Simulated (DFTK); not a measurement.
HPbNO4:

```
H Pb N O
1.0
     3.85707    0.00178   -0.03658
     0.17353    4.33436   -0.01647
     0.75803    0.83873    5.87662
H Pb N O
1 1 1 4
Direct
  0.61511 0.89559 0.19844
  0.64597 0.44651 0.91685
  0.71474 0.23810 0.50058
  0.16958 0.47007 0.77768
  0.62919 0.97045 0.49845
  0.56424 0.92583 0.03849
  0.78022 0.42250 0.31951
```

The cell was built by a generator and needn't be a form met in nature.

Base run:

```yaml
Program: DFTK 0.8.2
Functional: TASK
Potentials_or_basis: SG15 1.2 (PBE)
Cutoff: 1225 eV
k_mesh: 4 × 4 × 3
Occupations: fermi-dirac, width 0.05 eV
Spin: no spin polarisation
```

Its results: band gap on the k mesh 0.41 eV, indirect (least direct gap 0.90 eV); pressure 3.7 GPa; largest force 1.265 eV/Å.

Question: The run is repeated on the same cell with these changes: functional from TASK to PBEsol; k mesh from 4 × 4 × 3 to 5 × 4 × 3. What comes out?

Answer: Band gap on the k mesh 0.56 eV, indirect (least direct gap 0.94 eV); pressure -2.4 GPa; largest force 0.288 eV/Å.

Several settings changed at once, so the effect can't be laid on one alone.

Caveats: the real-space grid adds noise to forces; the potentials were made for another functional, which shifts forces and pressure; spin-orbit coupling is left out, which as a rule narrows the gap of such compounds by several tenths of an eV; the mesh misses the band edges, which the band path finds closer together.

Not every run made on this cell is shown here.
